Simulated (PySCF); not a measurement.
# WNF₂: relaxation and vibrations of the doublet

The task is one start of a wider search on WNF₂: the doublet, from a trigonal planar start. It is relaxed, tested by its Hessian and followed downhill if it is a saddle.

Program: PySCF 2.14.0. Level of theory: PBE0, basis W def2-TZVP with ECP60, N def2-TZVP, F def2-TZVP, scalar-relativistic core potentials, no spin–orbit coupling, density fitting. These are calculated values, not measurements.

**1. The system as given**

4 atoms, charge 0, spin multiplicity 2.

Bond lengths: W1–N2 1.800 Å, W1–F3 2.010 Å, W1–F4 2.010 Å. Angles: N2–W1–F3 120.0°, N2–W1–F4 120.0°, F3–W1–F4 120.0°.

```xyz
4
charge 0 multiplicity 2
W     0.0550    0.0000    0.0000
N     1.8550    0.0000    0.0000
F    -0.9500    1.7407    0.0000
F    -0.9500   -1.7407    0.0000
```

**2. Finding the electronic state**

One driver script runs all steps and calls PySCF; scf.py shows how it sets up the SCF of each step. The optimiser is the driver's own. After this first run the driver tries any further starts and a stability analysis.

scf.py

```python
from pyscf import gto, scf, dft
mol = gto.M(atom='''
W      0.055020     0.000000     0.000000
N      1.854980    -0.000020     0.000000
F     -0.949990     1.740710     0.000000
F     -0.949970    -1.740710     0.000000''',
    basis={'W': 'def2-TZVP', 'N': 'def2-TZVP', 'F': 'def2-TZVP'},
    ecp={'W': 'def2-TZVP'},
    charge=0, spin=1)
mf = dft.UKS(mol, xc='PBE0')
mf.grids.atom_grid = (50, 194)
aux = {'W': 'def2-universal-JKFIT', 'N': 'def2-universal-JKFIT', 'F': 'def2-universal-JKFIT'}
mf = mf.density_fit(auxbasis=aux)
mf.conv_tol = 1e-08
mf.diis_space = 10
mf.max_cycle = 60
mf.init_guess = 'minao'
mf.verbose = 4
mf.kernel()
```

Command:

```bash
$ OMP_NUM_THREADS=4 python axn.py task.json out
```

The runs that follow: Relaxing the doublet from the trigonal planar start; Vibrations and properties at this point; Leaving the saddle point; Frequencies.

Before running it: what results should come out? Wanted: minimum; geometry; wavenumbers; dipole moment; highest occupied, lowest empty level; polar-tensor charge of W1; zero-point energy; atomisation energy; ⟨S²⟩.

As calculated:

| quantity | value |
| --- | --- |
| minimum | doublet, Cs |
| geometry | W–F 1.864 Å (×2), W–N 1.655 Å; F–W–F 135.0°, F–W–N 107.3° (×2) |
| wavenumbers (cm⁻¹) | 100 (a'), 207 (a'), 331 (a''), 680 (a'), 692 (a''), 1160 (a') |
| dipole moment | 2.82 D |
| highest occupied, lowest empty level (either spin) | -7.76, -3.80 eV |
| polar-tensor charge of W1 | +1.71 e |
| zero-point energy | 19.0 kJ/mol |
| entropy at 298.15 K | 320.3 J/(mol K) |
| atomisation energy (no zero-point energy) | 1690 kJ/mol |
| ⟨S²⟩ | 0.761 |

**Reading.** The trigonal planar start (C2v) ends in a minimum of Cs symmetry, after a stop at a saddle point 2.4 kJ/mol higher, from which it was pushed off along an imaginary mode. In the infrared the band at 692 cm⁻¹ (a'', stretch) leads. Most of the spin sits on W1 (Mulliken spin 1.16, against 1 for the whole molecule). Only this shape and spin were tried, so other structures or states may lie lower. One determinant may miss the lowest occupation of an open d or f shell. With an element this heavy the missing spin–orbit coupling can shift these numbers.
